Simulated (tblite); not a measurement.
# C2H11GeOSi2: the cost of one run

Programs: tblite 0.8.0 and PySCF 2.14.0. All values are calculated, for the isolated system unless a continuum is named. Atoms count from 0, parts from 1.

### Step 1. Starting point

17 atoms, charge 0, multiplicity 2; geometry: distance geometry start.

### Step 2. Geometry optimisation with GFN2-xTB

Job settings and geometry (Å):

```
{"job": {"kind": "relax", "xc": "GFN2-xTB", "basis": "xTB"}, "charge": 0, "multiplicity": 2}
Ge     0.493935     0.790857     0.041689
O      1.273485    -0.403187     1.167617
Si     2.350583    -1.342193     0.193154
C     -0.959571    -0.011712    -0.990251
Si    -2.222489    -0.755167     0.188895
C     -0.277938     2.306583     0.988881
H      1.547910     1.210042    -0.994858
H      1.600875    -2.028000    -0.867874
H      3.284401    -0.419831    -0.502458
H      3.091873    -2.326340     0.984512
H     -0.612544    -0.770698    -1.684220
H     -1.455784     0.844508    -1.507896
H     -1.668108    -2.011711     0.746158
H     -3.399764    -1.102153    -0.578725
H     -2.597173     0.196754     1.259706
H     -0.916581     2.811857     0.228478
H      0.486814     3.008654     1.337982
```

Method: GFN2-xTB geometry optimisation, gas phase.

On the command line:

```
OMP_NUM_THREADS=1 python cluster_run.py task.json out
```

This one command runs all jobs of the session in turn.

Q: Estimate the wall time of this first job on 1 thread of Arm Neoverse V1, shared host.

About 7 s.
